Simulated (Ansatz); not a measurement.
# GaPHS (doublet): wave-function methods side by side at distance P1–Ga2 = 2.268 Å, cc-pVDZ

One table from this session's results is given with a row withheld; the runs are named, their logs left out.

Program: Ansatz 0.2.0, Gaussian basis. Level of theory: cc-pVDZ, core rule «outside noble gas», up to 24 orbitals frozen. These are calculated values, not measurements.

The runs, in order: UHF; CCSD(T) on ROHF; CCSD(T) on UHF; BCCD(T) on ROHF; CISD; CCSDT(Q) on ROHF; CCSDT(Q) on UHF; CASSCF and MRCISD+Q, 3 electrons in 3 orbitals; CASSCF and NEVPT2, 3 electrons in 3 orbitals.

49 further runs of the same task are left out: 7 for a known fault of the program, 4 for a mislabelled method, 30 that didn't finish, 8 set aside as unsound or not needed.

## The system

The geometry derives from a PBE0/def2-TZVP stationary point (not a proven minimum). One bond is set to the value named and the two fragments are kept rigid. No spin-orbit coupling is included. The filled d shell of Ga may be among the frozen orbitals whatever the setting's name suggests; the logs give the count.

4 atoms, charge 0, spin multiplicity 2.

Atoms are counted from 1 here; the program's logs count them from 0.

Bond lengths: P1–Ga2 2.268 Å, P1–H4 1.428 Å, Ga2–S3 2.019 Å. Angles: Ga2–P1–H4 89.2°, P1–Ga2–S3 178.3°.

As a file:

```xyz
4
GaHPS
P     0.0000   -0.3995    1.6302
Ga    0.0000   -0.3198   -0.6363
S     0.0000   -0.3085   -2.6554
H     0.0000    1.0278    1.6615
```

Set-up of the first run:

File in.yaml:

```yaml
crystal:
  periodic: [false, false, false]
  atoms:
    - {symbol: P, position_ang: [-0.000003, -0.399478, 1.630239]}
    - {symbol: Ga, position_ang: [0.000009, -0.319823, -0.636341]}
    - {symbol: S, position_ang: [-0.000004, -0.308458, -2.655390]}
    - {symbol: H, position_ang: [-0.000002, 1.027759, 1.661492]}
basis:
  gaussian: {orbitals: cc-pVDZ}
magnetization: {spin_polarized: true, initial_magnetization: 1}
hamiltonian: {xc: hf}
output: {orbitals: {seedname: orbitals}}
```

Command:

```sh
$ ansatz run in.yaml --threads 1 --pin off --events-out ev --progress --plain --max-ram 2393MiB
```

Steps of the session up to this table: UHF; CCSD(T) on ROHF; CCSD(T) on UHF; BCCD(T) on ROHF; CISD; CCSDT(Q) on ROHF; CCSDT(Q) on UHF; CASSCF and MRCISD+Q, 3 electrons in 3 orbitals; CASSCF and NEVPT2, 3 electrons in 3 orbitals.

One table of the session follows, with a row left open; its other results are not shown here.

It belongs to the step «Misses and costs». 

| method | from UCCSDT(Q) (kcal/mol) |
| --- | --- |
| ROHF | +208.58 |
| UHF | +205.94 |
| RMP2 | +32.06 |
| UMP2 | ? |
| RCCSD | +10.36 |
| UCCSD | +10.28 |
| RCCSD(T) | +1.95 |
| UCCSD(T) | +1.95 |
| BCCD(T) | +1.94 |
| RCCSDT | +0.85 |
| UCCSDT | +0.84 |
| RCCSDT(Q) | +0.27 |
| UCCSDT(Q) | 0 |

Q: Estimate the row for UMP2 from the others.

The run gave: from UCCSDT(Q) (kcal/mol): +32.31. In the column «from UCCSDT(Q) (kcal/mol)» it lies between RMP2 (+32.06) and UHF (+205.94).

Not comparable, so not listed: CISD (they don't share determinant, frozen orbitals or solution with the rows shown, or repeat one).

Limits of these values: Left out of the table: CASSCF pair, NEVPT2 pair, MRCISD pair, MRCISD+Q pair (the active space lost an orbital or holds another state than full CI finds). Restricted and unrestricted rows rest on different reference determinants; where their highest levels disagree by more than a few hundredths of an eV, they describe different states and don't form one ladder. Warnings in the runs' records: passed over end.
